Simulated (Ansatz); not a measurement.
# Osmium, fcc under LDA: from relaxation to bulk modulus

Aim: take osmium in the fcc structure, relax it, solve it on a dense k-mesh, switch on spin-orbit coupling, then scale the cell to 7 volumes from 88 to 112 % of the relaxed one and try a fit of the equation of state. The k-meshes are 14×14×14 for the relaxation; 23×23×23 for the dense run; 14×14×14 for spin-orbit coupling; 16×16×16 for the volumes.

This is Os in the fcc structure; at room conditions it is hcp.

Method: DFT LDA (PW92), plane waves (420 eV) with PAW, scalar-relativistic; PAW files made under PBE, frozen cores solved again for the functional, in Ansatz 0.2.0.

### 1 The starting structure

Symmetry: Fm-3m, No. 225, cubic system. Conventional cell: a = 3.825 Å, b = 3.825 Å, c = 3.825 Å, α = 90.00°, β = 90.00°, γ = 90.00°. Os (site symmetry m-3m) has 12 Os at 2.70 Å as nearest neighbours.

As a file:

```cif
data_structure
_symmetry_space_group_name_H-M 'P 1'
_symmetry_Int_Tables_number 1
_cell_length_a 2.7047
_cell_length_b 2.7047
_cell_length_c 2.7047
_cell_angle_alpha 60.000
_cell_angle_beta 60.000
_cell_angle_gamma 60.000
_cell_volume 13.99
loop_
_atom_site_label
_atom_site_type_symbol
_atom_site_fract_x
_atom_site_fract_y
_atom_site_fract_z
_atom_site_occupancy
Os1 Os 0.00000 0.00000 0.00000 1
```

### 2 Relaxation of the cell

The input, input.yaml:

```yaml
crystal:
  lattice:
    - [0.0, 1.9125401025, 1.9125401025]
    - [1.9125401025, 0.0, 1.9125401025]
    - [1.9125401025, 1.9125401025, 0.0]
  atoms:
    - { symbol: Os, position: [0.0, 0.0, 0.0] }
hamiltonian:
  xc: lda
  pseudopotentials:
    kind: paw
    azcp:
      Os: "pseudopotentials/Os.paw.azcp"
basis:
  ecutwfc: 420
  fft_grid_basis: typed
kpoints:
  mp_grid: { grid: [14, 14, 14], shift: [0, 0, 0] }
magnetization:
  spin_polarized: false
scf:
  occupations: { method: fermi_dirac, width: 0.1 }
relax:
  max_steps: 60
  f_tol: 0.01
  cell: {}
```

The runs that follow: The energy on a finer k-mesh; With spin-orbit coupling; At 88 % of the relaxed volume; At 92 % of the relaxed volume; At 96 % of the relaxed volume; At 100 % of the relaxed volume; At 104 % of the relaxed volume; At 108 % of the relaxed volume; At 112 % of the relaxed volume.

Before running it: what results should come out? Wanted: space group; conventional cell; volume; shortest distance; gap on the mesh; relative to hcp; V₀, B₀, B₀′.

As calculated:

```
                      quantity                         value
space group (spins left aside)               Fm-3m (No. 225)
             conventional cell                   a = 3.804 Å
                        volume                13.760 Å³/atom
             shortest distance                       2.690 Å
               gap on the mesh  none (levels filled in part)
               relative to hcp                 +145 meV/atom
                   V₀, B₀, B₀′  13.745 Å³/atom, 440 GPa, 4.7
```

What this shows: The relaxation shrank the cell by 1.7 % in volume. Against the reference form of osmium (hcp, computed apart with the same settings) it stands 145 meV/atom higher. No gap shows: it is a metal or semimetal at this level. The total energy of the spin-orbit run lies -28.1 eV/atom from the scalar one, but the two kinds of run don't share a zero of energy: only differences within one kind count. B₀ comes out at 440 GPa, among the stiffest elements. The symmetry was held, so the structure may be unstable against distortions that break it.
